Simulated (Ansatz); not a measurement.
# CH5AlO2Si: two geometries relaxed

Program: Ansatz 0.2.0. Level of theory: RKS BLYP/6-31G. These are calculated values, not measurements.

### 1 The system as given

Bond lengths: O1–C2 1.442 Å, C2–Si3 1.871 Å, C2–Al4 1.964 Å, Si3–Al4 2.399 Å, Al4–O5 1.840 Å, O1–H6 1.049 Å, C2–H7 1.093 Å, Si3–H8 1.523 Å, Si3–H9 1.425 Å, O5–H10 0.981 Å. Angles (14 of 17 angles, heavy atoms first): O1–C2–Si3 110.4°, O1–C2–Al4 111.3°, Si3–C2–Al4 77.4°, C2–Si3–Al4 53.0°, C2–Al4–Si3 49.6°, C2–Al4–O5 155.8°, Si3–Al4–O5 153.8°, O1–C2–H7 114.2°, Si3–C2–H7 115.3°, Al4–C2–H7 122.7°, C2–O1–H6 100.4°, C2–Si3–H8 115.6°, C2–Si3–H9 118.4°, Al4–Si3–H8 103.5°.

Structure file:

```xyz
10

O     1.1481    0.3275    1.5093
C    -0.1765    0.1158    0.9789
Si   -0.3094   -1.5894    0.2199
Al   -0.2445    0.5077   -0.9440
O    -0.4043    1.5737   -2.4353
H     1.1018    1.3511    1.7336
H    -0.9831    0.3859    1.6649
H     1.0120   -2.2461   -0.1574
H    -1.6009   -2.1799    0.1011
H     0.5398    1.7025   -2.6682
```

### 2 End point A

input.yaml

```yaml
crystal:
  periodic: [false, false, false]
  atoms:
    - { symbol: O, position_ang: [1.1481, 0.3275, 1.5093] }
    - { symbol: C, position_ang: [-0.1765, 0.1158, 0.9789] }
    - { symbol: Si, position_ang: [-0.3094, -1.5894, 0.2199] }
    - { symbol: Al, position_ang: [-0.2445, 0.5077, -0.944] }
    - { symbol: O, position_ang: [-0.4043, 1.5737, -2.4353] }
    - { symbol: H, position_ang: [1.1018, 1.3511, 1.7336] }
    - { symbol: H, position_ang: [-0.9831, 0.3859, 1.6649] }
    - { symbol: H, position_ang: [1.012, -2.2461, -0.1574] }
    - { symbol: H, position_ang: [-1.6009, -2.1799, 0.1011] }
    - { symbol: H, position_ang: [0.5398, 1.7025, -2.6682] }
basis:
  gaussian: { orbitals: "6-31G" }
hamiltonian:
  xc: blyp
relax:
  f_tol: 0.015
  max_steps: 40
output:
  orbitals: {}
```

The run is started by

```bash
> ansatz run input.yaml --threads 1 --pin off --max-ram 2048MiB --backend cpu --events-out ev --progress --plain --runs-dir out
```

What time and memory should one allow on 1 thread of Arm Neoverse V1, shared host?

About 1.9 min, with a peak of 0.16 GiB.
